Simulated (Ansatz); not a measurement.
# MoS2: the cost of one run

Method: DFT LDA+U (U = 3 eV, J = 0.7 eV on Mo d), plane waves, PAW, in Ansatz 0.2.0.

### Step 1. The structure to begin with

It takes space group Fm-3m (No. 225, cubic). Conventional cell: a = 5.992 Å, b = 5.992 Å, c = 5.992 Å, α = 90.00°, β = 90.00°, γ = 90.00°. Around Mo (site symmetry m-3m) lie 8 S at 2.59 Å. Around S (site symmetry -43m) lie 4 Mo at 2.59 Å.

As a file:

```
CELL_PARAMETERS angstrom
0.00000 2.99595 2.99595
2.99595 0.00000 2.99595
2.99595 2.99595 0.00000
ATOMIC_POSITIONS crystal
Mo 0.00000 0.00000 0.00000
S 0.25000 0.25000 0.25000
S 0.75000 0.75000 0.75000
```

An earlier series on this cell reached its lowest free state from «ferromagnetic start, free, symmetry kept, no search», perhaps among other starts.

### Step 2. Total moment locked at zero, no site moments, 0.00 μB per cell

input.yaml reads:

```yaml
crystal:
  lattice:
    - [0.0, 2.99595142, 2.99595142]
    - [2.99595142, 0.0, 2.99595142]
    - [2.99595142, 2.99595142, 0.0]
  atoms:
    - { symbol: Mo, position: [0.0, 0.0, 0.0] }
    - { symbol: S, position: [0.25, 0.25, 0.25] }
    - { symbol: S, position: [0.75, 0.75, 0.75] }
basis:
  ecutwfc: 420
  ecutrho_ratio: 4
kpoints:
  mp_grid: { grid: [6, 6, 6] }
hamiltonian:
  xc: lda
  hubbard: { sites: [{ site: 0, l: d, u: 3.0, j: 0.7 }] }
scf:
  occupations: { method: gaussian, width: 0.05 }
  lower_state_search: "off"
  max_iter: 150
output:
  forces: true
  stress: true
  eigenvalues: true
  populations: true
  hubbard: { sites: [{ site: 0, l: d }] }
magnetization:
  spin_polarized: true
  initial_magnetization: 0.0
  spin_locking: { lock_magnetization: hard }
```

The lock stays on to the end, so the result is a constrained state.

The run is started by

```bash
$ ansatz run input.yaml --threads 2 --pin off --max-ram 3072MiB --backend cpu --events-out ev --progress --plain --runs-dir out
```

What time and memory should one allow on 2 threads of Arm Neoverse N1, shared host?

About 2.2 s, with a peak of 0.35 GiB.
